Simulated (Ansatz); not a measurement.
# CH₆BFOSSi: a ladder of functionals and wavefunction methods

One table from this session's results is given with a row withheld; the runs are named, their logs left out.

Computed with Ansatz 0.2.0, Gaussian basis. Level: functionals in def2-TZVPP, the program's frozen cores in correlated methods.

The runs, in order: PBE-D4, r2SCAN-D4, PBE0-D4, B3LYP-D4, ωB97X-V, ωB97M-V, B2PLYP; CCSD(T)/def2-TZVPP; MP2/def2-QZVPP; extrapolation to the limit.

**Structure used throughout**

An earlier PBE0-D4 in a triple-zeta def2 set relaxation fixed the geometry.

12 atoms, charge 0, spin multiplicity 1.

Atoms are counted from 1 here; the program's logs count them from 0.

Bond lengths: B1–O2 1.349 Å, B1–H7 1.203 Å, B1–H8 1.197 Å, O2–Si3 1.642 Å, Si3–C4 1.844 Å, Si3–F5 1.591 Å, Si3–S6 2.118 Å, C4–H9 1.092 Å, C4–H10 1.091 Å, C4–H11 1.093 Å, S6–H12 1.344 Å. Angles: O2–B1–H7 120.1°, O2–B1–H8 118.0°, H7–B1–H8 121.9°, B1–O2–Si3 135.1°, O2–Si3–C4 114.0°, O2–Si3–F5 105.9°, O2–Si3–S6 104.1°, C4–Si3–F5 107.7°, C4–Si3–S6 114.5°, F5–Si3–S6 110.3°, Si3–C4–H9 110.3°, Si3–C4–H10 111.0°, Si3–C4–H11 110.4°, H9–C4–H10 108.3°, H9–C4–H11 108.1°, H10–C4–H11 108.7°, Si3–S6–H12 93.2°.

The first run:

Contents of in.yaml:

```yaml
crystal:
  periodic: [false, false, false]
  atoms:
    - {symbol: B, position_ang: [-2.073096, 0.418156, 0.825704]}
    - {symbol: O, position_ang: [-0.986566, 1.064154, 0.355198]}
    - {symbol: Si, position_ang: [0.510464, 0.609945, -0.142721]}
    - {symbol: C, position_ang: [0.886223, -1.172889, 0.141909]}
    - {symbol: F, position_ang: [1.536911, 1.465984, 0.721203]}
    - {symbol: S, position_ang: [0.581488, 1.207713, -2.173051]}
    - {symbol: H, position_ang: [-2.053982, -0.777416, 0.959590]}
    - {symbol: H, position_ang: [-3.039481, 1.069456, 1.100453]}
    - {symbol: H, position_ang: [1.896361, -1.406147, -0.202673]}
    - {symbol: H, position_ang: [0.183858, -1.811187, -0.396559]}
    - {symbol: H, position_ang: [0.828699, -1.409576, 1.207226]}
    - {symbol: H, position_ang: [1.806020, 0.686506, -2.362178]}
basis:
  gaussian: {orbitals: def2-TZVPP}
hamiltonian: {xc: pbe, dispersion: d4}
output: {forces: true, orbitals: {seedname: orbitals}}
```

Run with:

```
$ ansatz run in.yaml --threads 2 --pin off --events-out ev --progress --plain --max-ram 22528MiB --backend cuda --devices 0, --max-vram 18GiB
```

Steps of the session up to this table: PBE-D4 (GGA); r2SCAN-D4 (meta-GGA); PBE0-D4 (hybrid); B3LYP-D4 (hybrid); ωB97X-V (range-separated); ωB97M-V (range-separated); B2PLYP (double hybrid); CCSD(T) in def2-TZVPP; MP2 in def2-QZVPP.

One of the session's tables, all rows but one given; the rest of the session is left out.

| method | atomisation energy (kJ/mol) |
| --- | --- |
| PBE-D4 | 4734.3 |
| r2SCAN-D4 | 4708.0 |
| PBE0-D4 | 4667.2 |
| B3LYP-D4 | 4674.3 |
| ωB97X-V | ? |
| ωB97M-V | 4709.6 |
| B2PLYP | 4634.7 |
| HF/def2-TZVPP | 3539.5 |
| MP2/def2-TZVPP | 4666.3 |
| CCSD/def2-TZVPP | 4502.9 |
| CCSD(T)/def2-TZVPP | 4565.4 |
| MP2/CBS | 4790.5 |
| CCSD(T)/CBS | 4689.6 |

**Question.** Estimate the row for ωB97X-V.

**Answer.** atomisation energy (kJ/mol): 4701.0. In the column «atomisation energy (kJ/mol)» it lies between CCSD(T)/CBS (4689.6) and r2SCAN-D4 (4708.0).
